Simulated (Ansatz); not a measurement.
# TaSi (sextet): wave-function methods side by side, def2-TZVPP

An exercise on one series of results from a longer session: the logs are not shown, and one member is left open.

The runs use Ansatz 0.2.0, Gaussian basis; def2-TZVPP, core rule «outside noble gas», up to 9 orbitals frozen.

Plan: UHF; CCSD(T) on ROHF; CCSD(T) on UHF; CCSDT(Q) on ROHF; CCSDT(Q) on UHF; CASSCF and MRCISD+Q, 9 electrons in 10 orbitals; CASSCF and NEVPT2, 9 electrons in 10 orbitals.

10 further runs of the same task are left out: 7 for a known fault of the program, 3 set aside as unsound or not needed.

**What is computed**

The geometry is a PBE0/def2-TZVP stationary point (not a proven minimum). No spin-orbit coupling is included. Elements past krypton take def2 core potentials.

2 atoms, charge 0, spin multiplicity 6.

Atoms are counted from 1 here; the program's logs count them from 0.

Bond lengths: Ta1–Si2 2.443 Å.

Set-up of the first run:

File in.yaml:

```yaml
crystal:
  periodic: [false, false, false]
  atoms:
    - {symbol: Ta, position_ang: [0.000000, 0.000000, 0.000000]}
    - {symbol: Si, position_ang: [0.000000, 0.000000, 2.442600]}
basis:
  gaussian: {orbitals: def2-TZVPP}
magnetization: {spin_polarized: true, initial_magnetization: 5}
hamiltonian: {xc: hf}
output: {orbitals: {seedname: orbitals}}
```

Command:

```
> ansatz run in.yaml --threads 1 --pin off --events-out ev --progress --plain --max-ram 4096MiB --backend cpu
```

Steps of the session up to this table: UHF; CCSD(T) on ROHF; CCSD(T) on UHF; CCSDT(Q) on ROHF; CCSDT(Q) on UHF; CASSCF and MRCISD+Q, 9 electrons in 10 orbitals; CASSCF and NEVPT2, 9 electrons in 10 orbitals.

One table of the session follows, with a row left open; its other results are not shown here.

| method | from RCCSDT(Q) (kcal/mol) |
| --- | --- |
| ROHF | +136.58 |
| UHF | ? |
| RMP2 | +24.44 |
| UMP2 | +23.58 |
| RCCSD | +11.86 |
| UCCSD | +9.88 |
| RCCSD(T) | +2.10 |
| UCCSD(T) | +0.41 |
| RCCSDT | +0.91 |
| UCCSDT | -0.89 |
| RCCSDT(Q) | 0 |
| UCCSDT(Q) | -1.95 |
| CASSCF valence | +100.65 |
| NEVPT2 valence | +25.32 |
| MRCISD valence | +12.54 |
| MRCISD+Q valence | +3.25 |

Estimate the missing values for UHF.

As computed: from RCCSDT(Q) (kcal/mol): +129.41. In the column «from RCCSDT(Q) (kcal/mol)» it lies between CASSCF valence (+100.65) and ROHF (+136.58).

To keep in mind: Warnings: spin contamination; coupled cluster took another determinant than the lowest; large T1 diagnostic. Restricted and unrestricted rows rest on different reference determinants; where their highest levels disagree by more than a few hundredths of an eV, they describe different states and don't form one ladder.
